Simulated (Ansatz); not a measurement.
# CH4BInO: up Jacob's ladder to CCSD(T)

An exercise on one series of results from a longer session: the logs are not shown, and one member is left open.

Method: functionals in def2-TZVPP, the program's frozen cores in correlated methods; program: Ansatz 0.2.0, Gaussian basis.

The runs, in order: LDA (SPW92), PBE-D4, revPBE-D4, BLYP-D4, r2SCAN-D4, B97M-V, PBE0-D4, B3LYP-D4, r2SCANh-D4, r2SCAN0-D4, HSE06-D4, BHLYP-D4, CAM-B3LYP-D4, LC-ωPBE, ωB97X-V, ωB97M-V, B2PLYP, PBE-QIDH; CCSD(T)/def2-SVP; CCSD(T)/def2-TZVPP; MP2/def2-QZVPP; extrapolation to the limit; RPA on PBE.

**Structure used throughout**

All runs share one geometry, relaxed beforehand with PBE0-D4 in a triple-zeta def2 set. In takes the def2 core potential; no spin-orbit term is included.

8 atoms, charge 0, spin multiplicity 1.

Atoms are counted from 1 here; the program's logs count them from 0.

Bond lengths: In1–B2 2.231 Å, In1–H5 1.725 Å, In1–H6 1.725 Å, B2–C3 1.528 Å, B2–O4 1.337 Å, C3–O4 1.481 Å, C3–H7 1.086 Å, C3–H8 1.086 Å. Angles: B2–In1–H5 121.2°, B2–In1–H6 121.2°, H5–In1–H6 117.6°, In1–B2–C3 158.2°, In1–B2–O4 140.0°, C3–B2–O4 61.8°, B2–C3–O4 52.7°, B2–C3–H7 122.0°, B2–C3–H8 122.0°, O4–C3–H7 113.0°, O4–C3–H8 113.0°, H7–C3–H8 115.0°, B2–O4–C3 65.5°.

Set-up of the first run:

in.yaml reads:

```yaml
crystal:
  periodic: [false, false, false]
  atoms:
    - {symbol: In, position_ang: [-0.978651, 1.532832, -0.743779]}
    - {symbol: B, position_ang: [0.301359, -0.076492, 0.120884]}
    - {symbol: C, position_ang: [0.683803, -1.466375, 0.627712]}
    - {symbol: O, position_ang: [1.541978, -0.260777, 0.583135]}
    - {symbol: H, position_ang: [-1.065466, 1.785909, -2.448115]}
    - {symbol: H, position_ang: [-1.964986, 2.527303, 0.263481]}
    - {symbol: H, position_ang: [0.461527, -1.791161, 1.639991]}
    - {symbol: H, position_ang: [1.020437, -2.251240, -0.043310]}
basis:
  gaussian: {orbitals: def2-TZVPP}
hamiltonian: {xc: lda}
output: {orbitals: {seedname: orbitals}}
```

Run with:

```
$ ansatz run in.yaml --threads 2 --pin off --events-out ev --progress --plain --max-ram 4352MiB
```

Among the steps run: LDA; PBE-D4 (GGA); revPBE-D4 (GGA); BLYP-D4 (GGA); r2SCAN-D4 (meta-GGA); B97M-V (meta-GGA); PBE0-D4 (hybrid); B3LYP-D4 (hybrid); r2SCANh-D4 (hybrid); r2SCAN0-D4 (hybrid); HSE06-D4 (hybrid); BHLYP-D4 (hybrid); CAM-B3LYP-D4 (range-separated); LC-ωPBE (range-separated); ωB97X-V (range-separated); ωB97M-V (range-separated); B2PLYP (double hybrid); PBE-QIDH (double hybrid).

One of the session's tables, all rows but one given; the rest of the session is left out.

It belongs to the step «Frontier levels by functional». 

```
  functional  HOMO (eV)  LUMO (eV)  gap (eV)
 LDA (SPW92)      -6.39      -2.98      3.41
      PBE-D4      -6.22      -2.72      3.50
   revPBE-D4      -6.16      -2.61      3.55
     BLYP-D4      -6.10      -2.70      3.40
   r2SCAN-D4      -6.43      -2.46      3.97
      B97M-V      -6.47      -2.72      3.76
     PBE0-D4      -7.37      -2.00      5.36
    B3LYP-D4      -7.17      -2.29      4.88
  r2SCANh-D4          ?          ?         ?
  r2SCAN0-D4      -7.51      -1.85      5.65
    HSE06-D4      -6.97      -2.36      4.61
    BHLYP-D4      -8.42      -1.38      7.04
CAM-B3LYP-D4      -8.69      -1.21      7.47
     LC-ωPBE     -10.01      -0.09      9.92
     ωB97X-V      -9.64      -0.23      9.42
     ωB97M-V      -9.50      -0.52      8.98
```

Q: Estimate the row for r2SCANh-D4 from the others.

Worked estimate for «HOMO (eV)». Against the share of exact exchange, r2SCAN-D4 (0, -6.43), r2SCAN0-D4 (0.25, -7.51) give a slope of -4.32 per unit share; at 0.1 the line stands at -6.86.

**Answer.** HOMO (eV): -6.86; LUMO (eV): -2.21; gap (eV): 4.65. In «HOMO (eV)» the line misses by 0.00.
